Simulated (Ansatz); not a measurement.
# Br₂GaH₂N: basis-set convergence

How large a basis does Br₂GaH₂N need? Two functionals are run in growing sets.

The runs use Ansatz 0.2.0, Gaussian basis; one geometry, several basis sets.

Plan: PBE0-D4/def2-SVP; ωB97M-V/def2-SVP; PBE0-D4/def2-QZVPP; ωB97M-V/def2-QZVPP; the functionals' def2-TZVPP values are taken from earlier runs.

**1. The geometry**

All runs share one geometry, relaxed beforehand with PBE0-D4 in a triple-zeta def2 set.

SMILES `[NH2][Ga]([Br])[Br]`, 6 atoms, charge 0, spin multiplicity 1.

Atoms are counted from 1 here; the program's logs count them from 0.

Bond lengths: N1–Ga2 1.793 Å, N1–H5 1.005 Å, N1–H6 1.005 Å, Ga2–Br3 2.270 Å, Ga2–Br4 2.270 Å. Angles: Ga2–N1–H5 123.1°, Ga2–N1–H6 123.1°, H5–N1–H6 113.7°, N1–Ga2–Br3 120.1°, N1–Ga2–Br4 120.1°, Br3–Ga2–Br4 119.7°.

As a file:

```xyz
6
charge 0, multiplicity 1
N    -0.2877    1.0341   -0.1410
Ga    0.2046   -0.6770    0.0701
Br   -0.6239   -2.2799   -1.3078
Br    1.6731   -1.2473    1.7048
H     0.0300    1.7743    0.4598
H    -0.9539    1.3318   -0.8321
```

**2. PBE0-D4 in def2-SVP**

Input file in.yaml:

```yaml
crystal:
  periodic: [false, false, false]
  atoms:
    - {symbol: N, position_ang: [-0.287744, 1.034110, -0.141048]}
    - {symbol: Ga, position_ang: [0.204575, -0.677047, 0.070096]}
    - {symbol: Br, position_ang: [-0.623899, -2.279886, -1.307821]}
    - {symbol: Br, position_ang: [1.673090, -1.247335, 1.704825]}
    - {symbol: H, position_ang: [0.029982, 1.774303, 0.459843]}
    - {symbol: H, position_ang: [-0.953904, 1.331756, -0.832095]}
basis:
  gaussian: {orbitals: def2-SVP}
hamiltonian: {xc: pbe0, dispersion: d4}
output: {orbitals: {seedname: orbitals}}
```

Run with:

```console
$ ansatz run in.yaml --threads 4 --pin off --events-out ev --progress --plain --max-ram 10444MiB
```

The runs that follow: ωB97M-V in def2-SVP; PBE0-D4 in def2-QZVPP; ωB97M-V in def2-QZVPP.

Q: Predict the results of all the runs planned. Wanted: PBE0-D4: double and triple zeta above quadruple; ωB97M-V: double and triple zeta above quadruple.

As calculated:

| quantity | value |
| --- | --- |
| PBE0-D4: double and triple zeta above quadruple | 29.73, 4.14 eV |
| ωB97M-V: double and triple zeta above quadruple | 29.51, 3.99 eV |

**Reading.** PBE0-D4 gains 25.59 eV from double to triple zeta, then 4.14 eV more. These are total energies; as a rule much of such shifts cancels in differences, which this series doesn't test. The LUMO of ωB97M-V is positive and keeps falling with the basis (0.91 to 0.39 eV): an unbound level that the basis holds in place.
